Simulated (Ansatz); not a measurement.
**H₃ (doublet): from Hartree-Fock to the top rungs at distance H1–H2 along a hydrogen transfer = 0.971 Å, cc-pVQZ**

The task here is to estimate one member of a computed series from the others.

Method: cc-pVQZ, core rule «outside noble gas», up to 0 orbitals frozen; program: Ansatz 0.2.0, Gaussian basis.

To be run: UHF; CCSD(T) on ROHF; CCSD(T) on UHF; BCCD(T) on ROHF; CISD; CCSDT on ROHF; CCSDT on UHF; CASSCF and NEVPT2, 3 electrons in 3 orbitals; Full CI.

4 further runs of the same task are left out: 4 that didn't finish.

## The system

The geometry derives from fragments relaxed apart (PBE0/def2-TZVP) and kept rigid, so it is no stationary point. A hydrogen atom is moved between rigid fragments.

3 atoms, charge 0, spin multiplicity 2.

Atoms are counted from 1 here; the program's logs count them from 0.

No contacts short enough for the rule that draws bonds.

The first run:

The input, in.yaml:

```yaml
crystal:
  periodic: [false, false, false]
  atoms:
    - {symbol: H, position_ang: [0.000000, 0.000000, -0.952333]}
    - {symbol: H, position_ang: [0.000000, 0.000000, 0.018667]}
    - {symbol: H, position_ang: [0.000000, 0.000000, 0.933667]}
basis:
  gaussian: {orbitals: cc-pVQZ}
magnetization: {spin_polarized: true, initial_magnetization: 1}
hamiltonian: {xc: hf}
output: {orbitals: {seedname: orbitals}}
```

The run is started by

```console
$ ansatz run in.yaml --threads 1 --pin off --events-out ev --progress --plain --max-ram 2393MiB
```

Among the steps run: UHF; CCSD(T) on ROHF; CCSD(T) on UHF; BCCD(T) on ROHF; CISD; CCSDT on ROHF; CCSDT on UHF; CASSCF and NEVPT2, 3 electrons in 3 orbitals; Full CI.

One table of the session follows, with a row left open; its other results are not shown here.

```
        method  from FCI (kcal/mol)
          ROHF                    ?
           UHF               +33.12
          RMP2                +7.50
          UMP2                +7.98
          CISD                +0.45
         RCCSD                +0.48
         UCCSD                +0.38
      RCCSD(T)                +0.07
      UCCSD(T)                +0.08
       BCCD(T)                +0.07
        RCCSDT                 0.00
        UCCSDT                 0.00
CASSCF valence               +21.05
NEVPT2 valence                +5.28
           FCI                    0
```

Estimate the missing values for ROHF.

**Answer.** from FCI (kcal/mol): +39.90. In the column «from FCI (kcal/mol)» it is the highest.

Caveats from the session: Restricted and unrestricted rows rest on different reference determinants; where their highest levels disagree by more than a few hundredths of an eV, they describe different states and don't form one ladder.
